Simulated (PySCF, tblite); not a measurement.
# CH₄ClFSi, a small molecule taken as a stand-in for a surface group (C site with back bonds [SiH3], F, Cl): NMR shifts, core binding energies and electronic excitations, part 2 of 2

tblite 0.8.0 and PySCF 2.14.0. Atoms count from 0, parts from 1. Earlier steps stand in the parts before.

## 5. Core holes by ΔSCF: SCAN, X2C

The job: settings as JSON, then the geometry in Å.

```
{"job": {"kind": "xps", "holes": 5}, "charge": 0, "multiplicity": 1}
C      0.263782     0.539273    -0.778146
Si    -0.486521    -0.515463     0.631311
F      1.511211     0.960083    -0.437379
Cl     0.346363    -0.469361    -2.257030
H     -0.339251     1.420322    -1.051692
H      0.396581    -1.695516     0.836203
H     -1.859496    -0.931336     0.228022
H     -0.545808     0.314759     1.870515
```

Method: delta-SCF UKS SCAN, pcX-2 on the ionised atom, pcseg-1 elsewhere, spin-free X2C.

The program printed:

```text
ground state, core basis on atom 0 (C), 115 functions
  cycle   1  E = -891.87587232  |g| = 4.09e-01
  cycle   2  E = -891.81991649  |g| = 7.02e-01
  cycle   3  E = -891.90495050  |g| = 7.20e-02
  cycle   4  E = -891.90592431  |g| = 2.35e-02
  cycle   5  E = -891.90608956  |g| = 6.29e-03
  cycle   6  E = -891.90609648  |g| = 3.40e-03
  cycle   7  E = -891.90609771  |g| = 4.60e-04
  E(ground) = -891.93714493 Eh
hole in C 1s of atom 0
  cycle   1  E = -880.52167253  |g| = 1.50e+00
  cycle   2  E = -878.05515426  |g| = 2.60e+00
  cycle   3  E = -880.90058634  |g| = 6.32e-01
  cycle   4  E = -881.00086655  |g| = 4.92e-01
  cycle   5  E = -881.08878052  |g| = 1.11e-01
  cycle   6  E = -881.09292640  |g| = 2.54e-02
  cycle   7  E = -881.09325983  |g| = 9.91e-03
  cycle   8  E = -881.09333566  |g| = 3.14e-03
  cycle   9  E = -881.09334795  |g| = 1.82e-03
  cycle  10  E = -881.09335155  |g| = 5.64e-04
  cycle  11  E = -881.09335087  |g| = 1.94e-04
  E(ion) = -881.12155504 Eh   <S^2> = 0.7805   hole on atom = 1.000   binding energy = 294.307 eV
ground state, core basis on atom 1 (Si), 126 functions
  cycle   1  E = -891.99116168  |g| = 2.86e-01
  cycle   2  E = -891.99123082  |g| = 3.45e-02
  cycle   3  E = -891.99117991  |g| = 3.15e-02
  cycle   4  E = -891.99129982  |g| = 1.23e-02
  cycle   5  E = -891.99132149  |g| = 1.03e-03
  cycle   6  E = -891.99132430  |g| = 1.04e-04
  E(ground) = -891.98204038 Eh
hole in Si 2p of atom 1
  cycle   1  E = -887.70354120  |g| = 1.23e+00
  cycle   2  E = -887.61069234  |g| = 1.06e+00
  cycle   3  E = -887.98561555  |g| = 2.67e-01
  cycle   4  E = -888.01808843  |g| = 1.25e-01
  cycle   5  E = -888.02275563  |g| = 5.02e-02
  cycle   6  E = -888.02392886  |g| = 9.03e-03
  cycle   7  E = -888.02396865  |g| = 4.17e-03
  cycle   8  E = -888.02397936  |g| = 1.99e-03
  cycle   9  E = -888.02398043  |g| = 4.30e-04
  E(ion) = -888.02563691 Eh   <S^2> = 0.7527   hole on atom = 1.002   binding energy = 107.659 eV
  2p3/2 = 107.439 eV   2p1/2 = 108.063 eV
ground state, core basis on atom 2 (F), 115 functions
  cycle   1  E = -891.94425079  |g| = 1.17e-01
  cycle   2  E = -891.94411673  |g| = 4.62e-02
  cycle   3  E = -891.94397241  |g| = 5.74e-02
  cycle   4  E = -891.94448045  |g| = 5.16e-03
  cycle   5  E = -891.94448769  |g| = 8.15e-04
  cycle   6  E = -891.94448956  |g| = 2.52e-04
  E(ground) = -891.97817071 Eh
hole in F 1s of atom 2
  cycle   1  E = -865.56897699  |g| = 2.58e+00
  cycle   2  E = -865.06954385  |g| = 2.34e+00
  cycle   3  E = -866.21989147  |g| = 6.63e-01
  cycle   4  E = -866.31690517  |g| = 5.25e-01
  cycle   5  E = -866.46488143  |g| = 4.84e-02
  cycle   6  E = -866.46581259  |g| = 1.93e-02
  cycle   7  E = -866.46602687  |g| = 2.72e-03
  cycle   8  E = -866.46603111  |g| = 1.14e-03
  cycle   9  E = -866.46603168  |g| = 3.02e-04
  E(ion) = -866.50464368 Eh   <S^2> = 0.7574   hole on atom = 1.000   binding energy = 693.170 eV
ground state, core basis on atom 3 (Cl), 126 functions
  cycle   1  E = -892.08304160  |g| = 4.90e-01
  cycle   2  E = -892.08174432  |g| = 1.23e-01
  cycle   3  E = -892.07828536  |g| = 1.87e-01
  cycle   4  E = -892.08395366  |g| = 1.12e-02
  cycle   5  E = -892.08397131  |g| = 2.60e-03
  cycle   6  E = -892.08397250  |g| = 7.42e-04
  cycle   7  E = -892.08397554  |g| = 2.02e-04
  E(ground) = -892.10191028 Eh
hole in Cl 2p of atom 3
  cycle   1  E = -884.00931135  |g| = 1.70e+00
  cycle   2  E = -883.90030608  |g| = 1.34e+00
  cycle   3  E = -884.37491809  |g| = 4.72e-01
  cycle   4  E = -884.45407422  |g| = 2.21e-01
  cycle   5  E = -884.46813143  |g| = 6.01e-02
  cycle   6  E = -884.46996374  |g| = 1.06e-02
  cycle   7  E = -884.47001081  |g| = 6.78e-03
  cycle   8  E = -884.47003608  |g| = 1.05e-03
  cycle   9  E = -884.47003538  |g| = 2.22e-04
  E(ion) = -884.49666259 Eh   <S^2> = 0.7522   hole on atom = 1.001   binding energy = 206.949 eV
  2p3/2 = 206.351 eV   2p1/2 = 208.005 eV
```

It took 18 s on 1 thread of Arm Neoverse V1, shared host; peak memory 0.51 GiB.

Binding energies by hole, beside the orbital energy of the ground state; the difference holds orbital relaxation and, for a density functional, its self-interaction error:

```
       hole  stands for                    environment  ΔSCF (eV; 2p as the shell's mean)  −ε (eV)   ⟨S²⟩
  C1s on C0          C0  carbon bonded to Cl, F, Si, H                             294.31    277.4  0.780
Si2p on Si1         Si1       silicon bonded to C, 3 H                             107.65     96.8  0.753
  F1s on F2          F2           fluorine bonded to C                             693.17    667.3  0.757
Cl2p on Cl3         Cl3           chlorine bonded to C                             206.90    193.7  0.752
```

With the spin-orbit splitting: Si1 2p3/2 107.44, 2p1/2 108.06 eV; Cl3 2p3/2 206.35, 2p1/2 208.01 eV. The table gives each 2p level as the mean over the whole 2p shell (two parts 2p3/2, one part 2p1/2), which differs a little from the single hole in the log.

## 6. TDDFT and polarisability: CAM-B3LYP/def2-SVPD

The job, as its differences from that of step 5:

```diff
@@ -1,2 +1,2 @@
-{"job": {"kind": "xps", "holes": 5}, "charge": 0, "multiplicity": 1}
+{"job": {"kind": "uv", "xc": "CAM-B3LYP", "basis": "def2-SVPD", "nstates": 6, "ntriplets": 2, "ip": true}, "charge": 0, "multiplicity": 1}
 C      0.263782     0.539273    -0.778146
```

Level: TDDFT CAM-B3LYP/def2-SVPD, vertical, gas phase, core orbitals frozen in the response.

The program printed:

```text
coarse grid: 7904 points
cycle   1  E = -889.5081322171  dE =  1.815e-01  |g| = 5.269e-01  |ddm| = 2.898e+00
cycle   2  E = -889.4826836990  dE =  2.545e-02  |g| = 6.880e-01  |ddm| = 1.047e+00
cycle   3  E = -889.5701998065  dE = -8.752e-02  |g| = 3.837e-02  |ddm| = 5.390e-01
cycle   4  E = -889.5704501229  dE = -2.503e-04  |g| = 2.472e-02  |ddm| = 8.100e-02
cycle   5  E = -889.5705790018  dE = -1.289e-04  |g| = 5.731e-03  |ddm| = 3.154e-02
cycle   6  E = -889.5705876924  dE = -8.691e-06  |g| = 8.941e-04  |ddm| = 1.004e-02
final grid: 67976 points
cycle   7  E = -889.6736136548  dE = -9.516e-06  |g| = 3.217e-03  |ddm| = 2.039e-02
cycle   8  E = -889.6736130823  dE =  5.725e-07  |g| = 3.853e-03  |ddm| = 5.304e-03
cycle   9  E = -889.6736154762  dE = -2.394e-06  |g| = 2.994e-04  |ddm| = 2.509e-03
cycle  10  E = -889.6736154954  dE = -1.924e-08  |g| = 7.241e-05  |ddm| = 4.584e-04
cycle  11  E = -889.6736154970  dE = -1.568e-09  |g| = 2.277e-05  |ddm| = 1.419e-04
cycle  12  E = -889.6736154971  dE = -1.419e-10  |g| = 7.238e-06  |ddm| = 3.365e-05
converged SCF energy = -889.6736154971

Static polarisability (au): isotropic 56.260, principal 49.697 53.263 65.820

Singlet excitations
state   eV       nm        f      main configurations
  1   6.8718    180.4   0.02046   H->L 0.70, H->L+2 0.09, H->L+1 0.09
  2   7.6851    161.3   0.00354   H-1->L 0.56, H-1->L+1 0.10
  3   7.7550    159.9   0.00279   H->L+1 0.33, H->L+2 0.30, H->L 0.15
  4   8.1519    152.1   0.00686   H->L+3 0.77
  5   8.6006    144.2   0.04230   H->L+2 0.42, H->L+1 0.27, H->L+5 0.13
  6   8.6749    142.9   0.00778   H-1->L+1 0.27, H-1->L+2 0.21, H-2->L 0.17

Triplet excitations (Tamm-Dancoff, eV): 6.1751 6.9343
Vertical ionisation energy (delta-SCF) = 10.8945 eV
```

It took 31 s on 1 thread of Arm Neoverse V1, shared host; peak memory 0.63 GiB.

Frontier orbitals and where they lie:

```
orbital      eV                        atoms
 HOMO−3  -11.61  Si1 28 %, Cl3 17 %, H6 16 %
 HOMO−2  -11.52   Si1 32 %, H5 15 %, H7 15 %
 HOMO−1  -10.74     Cl3 79 %, C0 7 %, F2 4 %
   HOMO   -9.86  Cl3 53 %, C0 19 %, Si1 12 %
   LUMO    0.78  Cl3 29 %, Si1 24 %, C0 17 %
 LUMO+1    1.13  Si1 41 %, Cl3 23 %, H7 10 %
 LUMO+2    1.37  Si1 36 %, Cl3 16 %, C0 14 %
```

With each of the 6 states as a Gaussian band of 0.4 eV half-width at 1/e, the curve within the window shown has maxima at 180 nm (ε 830), 144 nm (ε 2,100) L/(mol cm). Beyond the last state computed it falls off for lack of states. The curve at chosen wavelengths:

nm, ε (L/mol/cm) and a bar:
```
      138        897 ############
      140       1448 #####################
      143       2044 ##############################
      145       2070 ##############################
      147       1814 ##########################
      150       1228 #################
      152        893 ############
      155        582 #######
      157        473 ######
      159        404 #####
      162        329 ###
      164        293 ###
      166        280 ###
      169        329 ###
      171        414 #####
      173        530 #######
      176        711 #########
      178        797 ###########
      180        831 ###########
      183        777 ##########
      185        684 #########
      188        504 ######
      190        383 ####
      192        276 ###
      195        154 #
      197         99
```

Ground-state properties from the same run:

```
           property  computed
  dipole moment (D)      1.91
polarisability (Å³)      8.34
 HOMO–LUMO gap (eV)     10.64
      −ε(HOMO) (eV)      9.86
```

## 7. What came out

This closing draws on all 2 parts.

| quantity | value |
| --- | --- |
| point group | C1 |
| rotational constants (main isotopes) | 6.02, 3.12, 2.20 GHz |
| 13C shifts against TMS (PBE0/pcSseg-2) | 104.4 ppm |
| 1H shifts against TMS (PBE0/pcSseg-2) | 6.39, 4.24, 4.11, 3.99 ppm |
| 29Si shifts against TMS (PBE0/pcSseg-2) | -62.5 ppm |
| 19F shifts against CFCl3 (PBE0/pcSseg-2) | -182.0 ppm |
| 35Cl shifts against HCl (PBE0/pcSseg-2) | 231 ppm |
| surface potential, 1st and 99th percentile | -0.70 V and 1.50 V |
| C1s binding energies, SCAN/pcX-2 | C0 294.31 eV |
| Si2p binding energies, SCAN/pcX-2 | Si1 107.65 eV |
| F1s binding energies, SCAN/pcX-2 | F2 693.17 eV |
| Cl2p binding energies, SCAN/pcX-2 | Cl3 206.90 eV |
| lowest singlet (CAM-B3LYP/def2-SVPD) | 6.87 eV (180 nm), f = 0.020 |
| brightest single state of those computed | state 5, 8.60 eV, f = 0.042 |
| lowest triplet | 6.18 eV |
| vertical ionisation energy (ΔSCF) | 10.89 eV |

Over 3 steps the energy fell by 0.106 eV; of the close pairs, Si1–H6 changed most, 1.444 to 1.490 Å (PBE0/def2-SVP). At PBE0/pcSseg-2: The widest tensor belongs to Cl3: span 610 ppm, with a paramagnetic part of -436 ppm. The lowest singlet, at 6.87 eV, is HOMO→LUMO 0.70, HOMO→LUMO+2 0.09 and is weak; of the 6 states computed, the strongest absorption comes from state 5 at 8.60 eV. The lowest triplet lies 0.70 eV below the lowest singlet (triplets in Tamm-Dancoff, singlets in full TDDFT). ΔSCF puts the ionisation energy at 10.89 eV, 1.04 eV above −ε(HOMO).
